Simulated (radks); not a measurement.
# Ga in [Ar] 3d10 4s2 4d1: an all-electron calculation

The task here is to estimate one member of a computed series from the others.

Program: radks (a radial shooting solver on a logarithmic mesh, Libxc functionals) version 1. Level of theory: scalar-relativistic Kohn-Sham, PBEsol, spin-polarised, spherical densities, finite nucleus; open shells are filled with parallel spins first. These are calculated values, not measurements, unless marked.

## What is computed

- element: gallium (Z = 31)
- charge: 0
- electrons: 31
- configuration: [Ar] 3d10 4s2 4d1
- nuclear rms radius: 3.9973 fm

Outer shells as boxes (Hund's rule):

Ga
```
[Ar] core
3d [↑↓][↑↓][↑↓][↑↓][↑↓]
4s [↑↓]
4d [↑ ][  ][  ][  ][  ]
```

Set-up of the first run:

Settings of this run:

```text
Z 31
configuration [Ar] 3d10 4s2 4d1
relativity scalar-relativistic
functional pbe_sol,pbe_sol
spin polarised
nucleus finite rms 3.9973 fm
c 137.035999084
```

Command:

```bash
$ python run_ks.py task.json out
```

The same process makes all the runs of this session.

Steps of the session up to this table: Self-consistent calculation.

One of the session's tables, all rows but one given; the rest of the session is left out.

It belongs to the step «Radial structure». Sizes of the orbitals, from the radial functions (bohr):

| level | <r> | outermost maximum (interpolated) | 90 % within | nodes |
| --- | --- | --- | --- | --- |
| 1s down | 0.04863 | 0.0318 | 0.0869 | 0 |
| 1s up | 0.04863 | 0.0318 | 0.0869 | 0 |
| 2s up | 0.2180 | 0.183 | 0.337 | 1 |
| 2s down | 0.2180 | 0.183 | 0.337 | 1 |
| 2p up | 0.1908 | 0.146 | 0.312 | 0 |
| 2p down | 0.1908 | 0.146 | 0.312 | 0 |
| 3s up | 0.6524 | 0.565 | 0.978 | 2 |
| 3s down | 0.6524 | 0.565 | 0.978 | 2 |
| 3p up | 0.6796 | 0.567 | 1.05 | 1 |
| 3p down | 0.6796 | 0.567 | 1.05 | 1 |
| 3d up | 0.8079 | 0.533 | 1.39 | 0 |
| 3d down | 0.8078 | 0.533 | 1.39 | 0 |
| 4s up | ? | ? | ? | ? |
| 4s down | 2.219 | 1.85 | 3.34 | 3 |
| 4d up | 9.329 | 8.47 | 14.0 | 1 |

**Question.** Estimate the row for 4s up.

**Answer.** <r>: 2.223; outermost maximum (interpolated): 1.85; 90 % within: 3.34; nodes: 3. In the column «<r>» it lies between 4s down (2.219) and 4d up (9.329).
